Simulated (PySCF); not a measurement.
**[SnBr3]+: structure of the singlet**

Where does singlet [SnBr3]+ go from a T-shaped start, is the end point a minimum, and what are its modes, charges and moments?

The runs use PySCF 2.14.0; PBE0, basis Sn def2-SVP with ECP28, Br def2-SVP, scalar-relativistic core potentials, no spin–orbit coupling, density fitting.

## 1. The starting structure

4 atoms, charge 1, spin multiplicity 1.

Bond lengths: Sn1–Br2 2.489 Å, Sn1–Br3 2.489 Å, Sn1–Br4 2.489 Å. Angles: Br2–Sn1–Br3 88.0°, Br2–Sn1–Br4 88.0°, Br3–Sn1–Br4 176.0°.

Coordinates in bohr (charge 1 multiplicity 1):
```
Sn    0.0000    0.0000   -1.1135
Br    0.0000    0.0000    3.5904
Br    4.7011    0.0000   -0.9493
Br   -4.7011    0.0000   -0.9493
```

## 2. Relaxation: T-shaped start, singlet

One driver script runs all steps and calls PySCF; scf.py shows how it sets up the SCF of each step. The optimiser is the driver's own. Before each start the driver seeks the lowest SCF state from one or more starting densities and follows internal instabilities, so scf.py alone need not reach the same state.

The program finds C2v symmetry in the start, which this walk keeps. Threshold on the gradient: 0.0003 Eh/bohr, with a further test on the energy change.

File scf.py:

```python
from pyscf import gto, scf, dft
mol = gto.M(atom='''
Sn     0.000000     0.000000    -0.589248
Br     0.000000     0.000000     1.899952
Br     2.487700    -0.000000    -0.502348
Br    -2.487700     0.000000    -0.502348''',
    basis={'Sn': 'def2-SVP', 'Br': 'def2-SVP'},
    ecp={'Sn': 'def2-SVP'},
    charge=1, spin=0)
mf = dft.RKS(mol, xc='PBE0')
mf.grids.atom_grid = (50, 194)
aux = {'Sn': 'def2-universal-JKFIT', 'Br': 'def2-universal-JKFIT'}
mf = mf.density_fit(auxbasis=aux)
mf.kernel()
```

The optimiser's trace:

```csv
step,energy (Eh),change (kJ/mol),largest symmetric gradient (Eh/bohr)
0,-7934.703735,0.00,0.04975
1,-7934.725515,-57.19,0.02684
2,-7934.745944,-110.82,0.01608
3,-7934.756508,-138.56,0.01231
4,-7934.761208,-150.90,0.00768
5,-7934.762458,-154.18,0.00235
6,-7934.762546,-154.41,0.00074
7,-7934.762550,-154.42,0.00058
8,-7934.762551,-154.42,0.00004
```

The walk took 30 s on 4 threads, shared host.

End point (D3h, 8 steps, 154.4 kJ/mol gained): Sn–Br 2.402 Å (×3); Br–Sn–Br 119.8° (×2), Br–Sn–Br 120.4°.

## 3. Is it a minimum? Harmonic modes

The point is checked on the finer grid, and tightened if its gradient asks for it. The Hessian and the dipole derivatives come from central differences of analytic gradients, with steps of 0.01 bohr.

Changes to scf.py since step 2:

```diff
@@ -3,4 +3,4 @@
-Sn     0.000000     0.000000    -0.589248
-Br     0.000000     0.000000     1.899952
-Br     2.487700    -0.000000    -0.502348
-Br    -2.487700     0.000000    -0.502348''',
+Sn    -0.000000     0.000000     0.000000
+Br    -0.003576    -0.000000     2.401871
+Br     2.081870    -0.000000    -1.197838
+Br    -2.078293     0.000000    -1.204033''',
@@ -11 +11 @@
-mf.grids.atom_grid = (50, 194)
+mf.grids.atom_grid = (75, 302)
```

This SCF starts from the last density.

Log of the central SCF (cycles and frontier levels):

```text
init E= -7934.76282715315
  HOMO = -0.513105705307558  LUMO = -0.340878492150926  gap/eV = 4.68654
cycle= 1 E= -7934.7628271531  delta_E= 4.37e-11  |g|= 1.71e-05  |ddm|= 3.83e-05
  HOMO = -0.513106241103072  LUMO = -0.340876659886776  gap/eV = 4.68661
cycle= 2 E= -7934.76282715296  delta_E= 1.47e-10  |g|= 2.78e-05  |ddm|= 6.18e-05
  HOMO = -0.513105887588932  LUMO = -0.340877766730949  gap/eV = 4.68657
cycle= 3 E= -7934.76282715318  delta_E= -2.24e-10  |g|= 3.24e-07  |ddm|= 3.81e-05
  HOMO = -0.513105897760401  LUMO = -0.340877781168252  gap/eV = 4.68657
cycle= 4 E= -7934.76282715319  delta_E= -1.46e-11  |g|= 2.05e-08  |ddm|= 3.43e-07
  HOMO = -0.51310589707425  LUMO = -0.340877780424708  gap/eV = 4.68657
Extra cycle  E= -7934.76282715319  delta_E= 7.28e-12  |g|= 2.28e-08  |ddm|= 8.34e-08
converged SCF energy = -7934.76282715319
```

The whole step took 27 s.

Geometry: D3h; Sn–Br 2.402 Å (×3); Br–Sn–Br 120.0° (×3).

Harmonic modes (main isotopes):

| symmetry | ω (cm⁻¹) | IR (km/mol) |
| --- | --- | --- |
| e' | 70 | 4.9 |
| a2'' | 82 | 3.6 |
| a1' | 233 | 0.0 |
| e' | 326 | 71.0 |

No imaginary mode, so this is a minimum.

Constants and moments:

| Item | Value |
| --- | --- |
| Dipole moment about the centre of mass | 0.00 D |
| Highest occupied level | -13.96 eV |
| Lowest empty level | -9.28 eV |
| Rotational constants | 0.02468, 0.02468, 0.01234 cm⁻¹ |
| Zero-point energy | 6.6 kJ/mol |
| Principal polarisabilities | 44.6, 101.1, 101.1 bohr³ |
| Principal traceless quadrupole moments about the centre of mass | -7.90, 3.95, 3.95 D Å |
| Entropy at 298.15 K and 1 bar | 369.3 J/(mol K) |
| Heat capacity Cp at 298.15 K | 79.0 J/(mol K) |
| Enthalpy at 298.15 K above 0 K | 19.48 kJ/mol |
| Rotational symmetry number | 6 |

Populations by atom (charges in e):

| atom | Mulliken | Löwdin | polar tensor | Mayer order to Sn1 |
| --- | --- | --- | --- | --- |
| Sn1 | 0.91 | 0.44 | 1.65 | – |
| Br2,3,4 | 0.03 | 0.19 | -0.22 | 1.25 |

Outer orbital energies (eV). occupied: -16.31, -16.31, -14.97, -14.29, -14.29, -14.21, -14.21, -13.96; empty: -9.28, -8.29, -4.89, -4.89.

Mulliken populations on Sn1 (outside its core potential): s 3.25, p 7.53, d 10.31.

## 4. What came out

| quantity | value |
| --- | --- |
| minimum | singlet, D3h |
| geometry | Sn–Br 2.402 Å (×3); Br–Sn–Br 120.0° (×3) |
| wavenumbers (cm⁻¹) | 70 (e'), 82 (a2''), 233 (a1'), 326 (e') |
| dipole moment (centre of mass) | 0.00 D |
| highest occupied, lowest empty level | -13.96, -9.28 eV |
| polar-tensor charge of Sn1 | +1.65 e |
| zero-point energy | 6.6 kJ/mol |
| entropy at 298.15 K | 369.3 J/(mol K) |

What this shows: From C2v at the start the molecule goes to a D3h minimum. The strongest infrared band lies at 326 cm⁻¹ (e', stretch). Only this shape and spin were tried, so other structures or states may lie lower. The soft modes, below some 90 cm⁻¹, carry numerical noise of tens of cm⁻¹, and the entropy with them.

The search up to here took 59 s.
